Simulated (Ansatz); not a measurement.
**C₂H₆BFGe: basis-set convergence**

An exercise on one series of results from a longer session: the logs are not shown, and one member is left open.

The runs use Ansatz 0.2.0, Gaussian basis; one geometry, several basis sets.

Levels to be run: PBE0-D4/def2-SVP; ωB97M-V/def2-SVP; PBE0-D4/def2-QZVPP; ωB97M-V/def2-QZVPP; the functionals' def2-TZVPP values are taken from earlier runs.

**Structure used throughout**

All runs share one geometry, relaxed beforehand with PBE0-D4 in a triple-zeta def2 set.

11 atoms, charge 0, spin multiplicity 1.

Atoms are counted from 1 here; the program's logs count them from 0.

Bond lengths: C1–C2 1.506 Å, C1–H6 1.091 Å, C1–H7 1.093 Å, C1–H8 1.095 Å, C2–Ge3 2.202 Å, C2–B4 1.487 Å, C2–H9 1.091 Å, Ge3–B4 1.983 Å, Ge3–H10 1.531 Å, Ge3–H11 1.540 Å, B4–F5 1.320 Å. Angles: C2–C1–H6 111.6°, C2–C1–H7 111.7°, C2–C1–H8 110.5°, H6–C1–H7 108.1°, H6–C1–H8 107.4°, H7–C1–H8 107.4°, C1–C2–Ge3 136.5°, C1–C2–B4 126.0°, C1–C2–H9 114.5°, Ge3–C2–B4 61.5°, Ge3–C2–H9 87.4°, B4–C2–H9 117.1°, C2–Ge3–B4 41.2°, C2–Ge3–H10 101.5°, C2–Ge3–H11 121.6°, B4–Ge3–H10 126.3°, B4–Ge3–H11 122.1°, H10–Ge3–H11 110.2° and more.

Set-up of the first run:

Input file in.yaml:

```yaml
crystal:
  periodic: [false, false, false]
  atoms:
    - {symbol: C, position_ang: [-1.346385, -0.476791, 0.677798]}
    - {symbol: C, position_ang: [-0.136705, 0.358138, 0.350562]}
    - {symbol: Ge, position_ang: [1.789457, 0.046706, -0.669670]}
    - {symbol: B, position_ang: [0.111388, 1.070830, -0.930272]}
    - {symbol: F, position_ang: [-0.645670, 1.367456, -1.970694]}
    - {symbol: H, position_ang: [-1.844015, -0.833153, -0.225868]}
    - {symbol: H, position_ang: [-1.085491, -1.346203, 1.286041]}
    - {symbol: H, position_ang: [-2.077200, 0.111065, 1.243138]}
    - {symbol: H, position_ang: [0.434246, 0.686716, 1.220341]}
    - {symbol: H, position_ang: [2.776576, 0.204037, 0.489643]}
    - {symbol: H, position_ang: [2.089199, -1.245902, -1.450520]}
basis:
  gaussian: {orbitals: def2-SVP}
hamiltonian: {xc: pbe0, dispersion: d4}
output: {orbitals: {seedname: orbitals}}
```

The run is started by

```sh
$ ansatz run in.yaml --threads 4 --pin off --events-out ev --progress --plain --max-ram 10444MiB
```

Among the steps run: PBE0-D4 in def2-SVP; ωB97M-V in def2-SVP; PBE0-D4 in def2-QZVPP; ωB97M-V in def2-QZVPP.

One table of the session follows, with a row left open; its other results are not shown here.

It belongs to the step «Functionals by basis». 

```
functional       basis  HOMO (eV)
   PBE0-D4    def2-SVP      -6.62
   PBE0-D4  def2-TZVPP          ?
   PBE0-D4  def2-QZVPP      -6.68
   ωB97M-V    def2-SVP      -8.62
   ωB97M-V  def2-TZVPP      -8.68
   ωB97M-V  def2-QZVPP      -8.69
```

**Question.** Estimate the row for PBE0-D4, def2-TZVPP.

The run gave: HOMO (eV): -6.66. In the column «HOMO (eV)» it lies between PBE0-D4, def2-QZVPP (-6.68) and PBE0-D4, def2-SVP (-6.62).
